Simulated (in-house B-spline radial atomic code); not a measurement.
# Sc²⁺: excited configurations

Aim: the energies of several excited configurations of Sc²⁺ above a reference configuration, each from its own self-consistent run.

Program: in-house B-spline radial atomic code version 1. Level of theory: Dirac-Hartree-Fock, average of configuration, Fermi nucleus, basis-set limit. These are calculated values, not measurements, unless marked.

### 1 Starting point

```
element       : scandium (Z = 21)
charge        : +2
electrons     : 19
configuration : [Ar] 3d1
Hamiltonian   : Dirac-Coulomb
nucleus       : Fermi, rms radius 3.546 fm
```

The outer shells:

[Ar] 3d1
```
[Ar] core
3d [↑ ][  ][  ][  ][  ]
```

The boxes draw the filling by Hund's rule, which heavy ions in jj coupling don't follow; these runs average over all states of the configuration.

Settings, as recorded:

```ini
Z = 21
electrons = 19.0
configuration = [Ar] 3d1
hamiltonian = dirac
method = hf
spin_polarised = False
nucleus = fermi
rms_radius = 3.5459
mass_number = 45
atomic_mass = 44.955907051
speed_of_light = 137.035999084
```

The reference is known from an earlier run: -762.731869 hartree in all. Up to eight levels, counted from the top:

```
orbital  occupation  energy (eV)  <r> (bohr)
  2s1/2           2      -539.50      0.3405
  2p1/2           2      -445.37      0.3044
  2p3/2           4      -440.61      0.3069
  3s1/2           2      -85.525       1.075
  3p1/2           2      -58.379       1.162
  3p3/2           4      -57.826       1.169
  3d3/2         0.4      -24.467       1.550
  3d5/2         0.6      -24.443       1.553
```

### 2 Run with [Ar] 5g1

Settings, as recorded:

```ini
Z = 21
electrons = 19.0
configuration = [Ar] 5g1
hamiltonian = dirac
method = hf
spin_polarised = False
nucleus = fermi
rms_radius = 3.5459
mass_number = 45
atomic_mass = 44.955907051
speed_of_light = 137.035999084
```

### 3 Configuration [Ar] 6d1

Changes to the settings of step 2:

```diff
@@ -2,3 +2,3 @@
 electrons = 19.0
-configuration = [Ar] 5g1
+configuration = [Ar] 6d1
 hamiltonian = dirac
```

### 4 Configuration [Ar] 5s1

Changes to the settings of step 3:

```diff
@@ -2,3 +2,3 @@
 electrons = 19.0
-configuration = [Ar] 6d1
+configuration = [Ar] 5s1
 hamiltonian = dirac
```

### 5 Configuration [Ne] 3s2 3p5 3d1 7d1

Changes to the settings of step 4:

```diff
@@ -2,3 +2,3 @@
 electrons = 19.0
-configuration = [Ar] 5s1
+configuration = [Ne] 3s2 3p5 3d1 7d1
 hamiltonian = dirac
```

### 6 Run with [Ne] 3s2 3p5 3d1 6g1

Changes to the settings of step 5:

```diff
@@ -2,3 +2,3 @@
 electrons = 19.0
-configuration = [Ne] 3s2 3p5 3d1 7d1
+configuration = [Ne] 3s2 3p5 3d1 6g1
 hamiltonian = dirac
```

### 7 Run with [Ne] 3s2 3p5 3d1 4f1

Changes to the settings of step 6:

```diff
@@ -2,3 +2,3 @@
 electrons = 19.0
-configuration = [Ne] 3s2 3p5 3d1 6g1
+configuration = [Ne] 3s2 3p5 3d1 4f1
 hamiltonian = dirac
```

Before running: How far above the reference does each configuration lie (order and size, in eV)?

**Answer**, as computed:

| net move | configuration | energy above the reference (eV) | with Breit, QED, recoil (eV) | largest <r> (bohr) |
| --- | --- | --- | --- | --- |
| 3d → 5s | [Ar] 5s1 | 13.422 | 13.435 | 6.01 |
| 3d → 5g | [Ar] 5g1 | 18.832 | 18.843 | 9.16 |
| 3d → 6d | [Ar] 6d1 | 19.588 | 19.599 | 13.8 |
| 3p → 4f | [Ne] 3s2 3p5 3d1 4f1 | 48.540 | 48.523 | 5.91 |
| 3p → 6g | [Ne] 3s2 3p5 3d1 6g1 | 52.842 | 52.826 | 14.7 |
| 3p → 7d | [Ne] 3s2 3p5 3d1 7d1 | 53.238 | 53.222 | 19.4 |

Quantum defects of the promoted electron, δ = n − ζ/√(−2ε) with ζ = 3 and ε its orbital energy in hartree:

| promotion | δ |
| --- | --- |
| 3d → 5s | 1.554 |
| 3d → 5g | 0.000 |
| 3d → 6d | 0.564 |
| 3p → 4f | 0.013 |
| 3p → 6g | 0.001 |
| 3p → 7d | 0.677 |

**Reading.** The lowest of them is 3d → 5s at 13.422 eV and the highest 3p → 7d at 53.238 eV. 3 of them lie more than 2 % above the ionisation threshold that Koopmans' theorem gives (24.443 eV), where such states can decay by emitting an electron. Of those tabulated, the defect is largest for 5s (1.55) and least for 5g (0.00): low angular momentum penetrates the core, high angular momentum stays outside it. Two partly filled shells share a symmetry and can mix in the average, which may lower the energy, for: 3p → 7d. These are averages over configurations, without correlation, not spectroscopic levels.
